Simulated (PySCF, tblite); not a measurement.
# 4-chlorophenyl methyl sulfone (C₇H₇ClO₂S): infrared bands and NMR shifts

Wanted: the infrared bands and NMR shifts of 4-chlorophenyl methyl sulfone (C₇H₇ClO₂S) (`CS(=O)(=O)c1ccc(Cl)cc1`), by calculation.

Computed with tblite 0.8.0 and PySCF 2.14.0, with density-fitted response routines of our own, on a single molecule in the gas phase. Atoms count from 0, in the outputs and in this text.

**1. The molecule as given**

18 atoms, charge 0, multiplicity 1; geometry from: GFN2-xTB.

Bonds of the start (Å): C0–S1 1.82, S1–O2 1.44, S1–O3 1.44, S1–C4 1.80, C4–C5 1.38, C5–C6 1.38, C6–C7 1.39, C7–Cl8 1.72, C7–C9 1.39, C9–C10 1.38, C10–C4 1.38, C0–H11 1.08, C0–H12 1.08, C0–H13 1.08, C5–H14 1.08, C6–H15 1.08, C9–H16 1.08, C10–H17 1.08.

**2. Harmonic vibrations with GFN2-xTB**

The job: settings as JSON, then the geometry in Å.

```
{"job": {"kind": "ir", "xc": "GFN2-xTB", "basis": "xTB"}, "charge": 0, "multiplicity": 1}
C      2.654358     0.574148    -0.213114
S      1.740247    -0.948122     0.176560
O      2.044342    -1.323124     1.529515
O      1.982210    -1.901418    -0.870379
C      0.025898    -0.416210     0.095014
C     -0.580377     0.074688     1.235229
C     -1.891787     0.512374     1.176164
C     -2.572427     0.446671    -0.032843
Cl    -4.204197     0.993661    -0.114490
C     -1.964295    -0.054685    -1.176549
C     -0.651659    -0.487666    -1.106890
H      2.408169     1.315014     0.536146
H      3.711481     0.340225    -0.184720
H      2.362377     0.898393    -1.203317
H     -0.022225     0.089516     2.158111
H     -2.386580     0.897486     2.053523
H     -2.515859    -0.105717    -2.101892
H     -0.148435    -0.898915    -1.967725
```

**Question.** This job is followed by: GIAO PBE0/pcSseg-1 NMR shielding, non-relativistic, gas phase. What will the session give for the following? strongest single infrared mode (GFN2-xTB); zero-point energy (GFN2-xTB); 13C shifts against TMS (PBE0/pcSseg-1, means over atoms taken as alike); 1H shifts against TMS (PBE0/pcSseg-1, means over atoms taken as alike); 33S shifts against CS2 (PBE0/pcSseg-1); 17O shifts against H2O (PBE0/pcSseg-1, means over atoms taken as alike); 35Cl shifts against HCl (PBE0/pcSseg-1).

**Answer**, as computed:

```
                                                               quantity                                 value
                              strongest single infrared mode (GFN2-xTB)                 1260 cm⁻¹, 403 km/mol
                                           zero-point energy (GFN2-xTB)                         77.6 kcal/mol
13C shifts against TMS (PBE0/pcSseg-1, means over atoms taken as alike)  151.8, 148.1, 135.3, 134.4, 51.8 ppm
 1H shifts against TMS (PBE0/pcSseg-1, means over atoms taken as alike)                  8.08, 7.77, 2.55 ppm
                                 33S shifts against CS2 (PBE0/pcSseg-1)                               289 ppm
17O shifts against H2O (PBE0/pcSseg-1, means over atoms taken as alike)                             200.4 ppm
                                35Cl shifts against HCl (PBE0/pcSseg-1)                               253 ppm
```

What this shows: All 48 modes are real, so the xTB geometry is a minimum. The strongest single mode, at 1260 cm⁻¹, has its largest shares on S1, O3 and O2 (the list is cut at 3 atoms). Unscaled tight-binding wavenumbers are off by several per cent, some by more. Its intensities can rank the bands wrongly. At PBE0/pcSseg-1: The largest span, 462 ppm, is at Cl8, where the paramagnetic term is -448 ppm. NICS(1)zz of -27 ppm above the planar ring from C4 marks a diatropic (aromatic) ring current.
